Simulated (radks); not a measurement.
# Taking charge from the 5d level of Ce in fractions

One table from this session's results is given with a row withheld; the runs are named, their logs left out.

Program: radks (a radial shooting solver on a logarithmic mesh, Libxc functionals) version 1. Level of theory: Dirac Kohn-Sham, PBE, spin-unpolarised, spherical densities, point nucleus; open shells fill j = l - 1/2 first. These are calculated values, not measurements, unless marked.

## The atom as given

* element: cerium (Z = 58)
* charge: 0
* electrons: 58
* configuration: [Xe] 4f1 5d(3/2: 1, 5/2: 0) 6s2

A shell typed twice in an input gives the lower j, then the higher j.

The first run:

Input:

```text
Z 58
configuration [Xe] 4f1 5d1 5d0 6s2
relativity Dirac
functional pbe,pbe
spin unpolarised
j_filling energy
nucleus point
c 137.035999084
```

Among the steps run: Start: [Xe] 4f1 5d(3/2: 1, 5/2: 0) 6s2.

One table of the session follows, with a row left open; its other results are not shown here.

It belongs to the step «Start: [Xe] 4f1 5d(3/2: 1, 5/2: 0) 6s2». Radial moments (bohr):

```
level    <r>  outermost maximum (interpolated)  90 % within  nodes
5s1/2  1.519                              1.37         2.18      4
5p1/2  1.705                              1.50         2.49      3
5p3/2  1.787                              1.57         2.61      3
4f5/2  1.100                             0.706         1.90      0
4f7/2  1.113                             0.711         1.93      0
6s1/2  4.355                              3.75         6.39      5
5d3/2      ?                                 ?            ?      ?
5d5/2  2.992                              2.18         4.81      2
```

Q: Estimate the row for 5d3/2 from the others.

The run gave: <r>: 2.919; outermost maximum (interpolated): 2.14; 90 % within: 4.68; nodes: 2. In the column «<r>» it lies between 5p3/2 (1.787) and 5d5/2 (2.992).
